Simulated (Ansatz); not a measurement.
**MoClF5: one species, many methods**

The task here is to estimate one member of a computed series from the others.

Computed with Ansatz 0.2.0, Gaussian basis. Level: functionals in def2-TZVPP, the program's frozen cores in correlated methods.

The runs, in order: LDA (SPW92), PBE-D4, revPBE-D4, BLYP-D4, r2SCAN-D4, B97M-V, PBE0-D4, B3LYP-D4, r2SCANh-D4, r2SCAN0-D4, HSE06-D4, BHLYP-D4, CAM-B3LYP-D4, LC-ωPBE, ωB97X-V, ωB97M-V, B2PLYP, PBE-QIDH; CCSD(T)/def2-SVP; CCSD(T)/def2-TZVPP; MP2/def2-QZVPP; extrapolation to the limit; RPA on PBE.

**The relaxed structure**

All runs share one geometry, relaxed beforehand with PBE0-D4 in a triple-zeta def2 set. Mo takes the def2 core potential; no spin-orbit term is included.

7 atoms, charge 0, spin multiplicity 1.

Atoms are counted from 1 here; the program's logs count them from 0.

Bond lengths: F1–Mo2 1.828 Å, Mo2–F3 1.821 Å, Mo2–F4 1.821 Å, Mo2–F5 1.821 Å, Mo2–F6 1.821 Å, Mo2–Cl7 2.244 Å. Angles: F1–Mo2–F3 88.6°, F1–Mo2–F4 88.6°, F1–Mo2–F5 88.6°, F1–Mo2–F6 88.6°, F1–Mo2–Cl7 180.0°, F3–Mo2–F4 90.0°, F3–Mo2–F5 177.2°, F3–Mo2–F6 90.0°, F3–Mo2–Cl7 91.4°, F4–Mo2–F5 90.0°, F4–Mo2–F6 177.2°, F4–Mo2–Cl7 91.4°, F5–Mo2–F6 90.0°, F5–Mo2–Cl7 91.4°, F6–Mo2–Cl7 91.4°.

The first run:

The input, in.yaml:

```yaml
crystal:
  periodic: [false, false, false]
  atoms:
    - {symbol: F, position_ang: [0.085452, -1.069115, 1.522041]}
    - {symbol: Mo, position_ang: [0.001563, -0.019578, 0.027872]}
    - {symbol: F, position_ang: [-1.815058, -0.094364, 0.131665]}
    - {symbol: F, position_ang: [0.005258, -1.534911, -0.982190]}
    - {symbol: F, position_ang: [1.822255, 0.004331, -0.003410]}
    - {symbol: F, position_ang: [0.002136, 1.444568, 1.110805]}
    - {symbol: Cl, position_ang: [-0.101607, 1.269059, -1.806783]}
basis:
  gaussian: {orbitals: def2-TZVPP}
hamiltonian: {xc: lda}
output: {orbitals: {seedname: orbitals}}
```

Launch:

```console
ansatz run in.yaml --threads 4 --pin off --events-out ev --progress --plain --max-ram 11315MiB
```

Steps of the session up to this table: LDA; PBE-D4 (GGA); revPBE-D4 (GGA); BLYP-D4 (GGA); r2SCAN-D4 (meta-GGA); B97M-V (meta-GGA); B3LYP-D4 (hybrid); r2SCANh-D4 (hybrid); r2SCAN0-D4 (hybrid); HSE06-D4 (hybrid); BHLYP-D4 (hybrid); CAM-B3LYP-D4 (range-separated); LC-ωPBE (range-separated); ωB97X-V (range-separated); ωB97M-V (range-separated); B2PLYP (double hybrid); PBE-QIDH (double hybrid).

One table of the session follows, with a row left open; its other results are not shown here.

It belongs to the step «Orbital energies across the functionals». 

| functional | HOMO (eV) | LUMO (eV) | gap (eV) |
| --- | --- | --- | --- |
| LDA (SPW92) | -9.34 | -6.29 | 3.05 |
| PBE-D4 | -9.12 | -6.06 | 3.05 |
| revPBE-D4 | -9.04 | -5.97 | 3.06 |
| BLYP-D4 | -8.99 | -6.00 | 2.99 |
| r2SCAN-D4 | -9.56 | -6.25 | 3.31 |
| B97M-V | -9.65 | -6.27 | 3.38 |
| PBE0-D4 | -10.68 | -5.70 | 4.98 |
| B3LYP-D4 | -10.41 | -5.89 | 4.52 |
| r2SCANh-D4 | -10.13 | -6.09 | 4.04 |
| r2SCAN0-D4 | -10.98 | -5.81 | 5.16 |
| HSE06-D4 | -10.28 | -6.07 | 4.21 |
| BHLYP-D4 | -12.10 | -5.17 | 6.93 |
| CAM-B3LYP-D4 | ? | ? | ? |
| LC-ωPBE | -13.34 | -3.57 | 9.77 |
| ωB97X-V | -13.00 | -3.63 | 9.37 |
| ωB97M-V | -12.88 | -3.63 | 9.25 |

Estimate the missing values for CAM-B3LYP-D4.

As computed: HOMO (eV): -12.04; LUMO (eV): -4.72; gap (eV): 7.32. In the column «HOMO (eV)» it lies between BHLYP-D4 (-12.10) and r2SCAN0-D4 (-10.98).
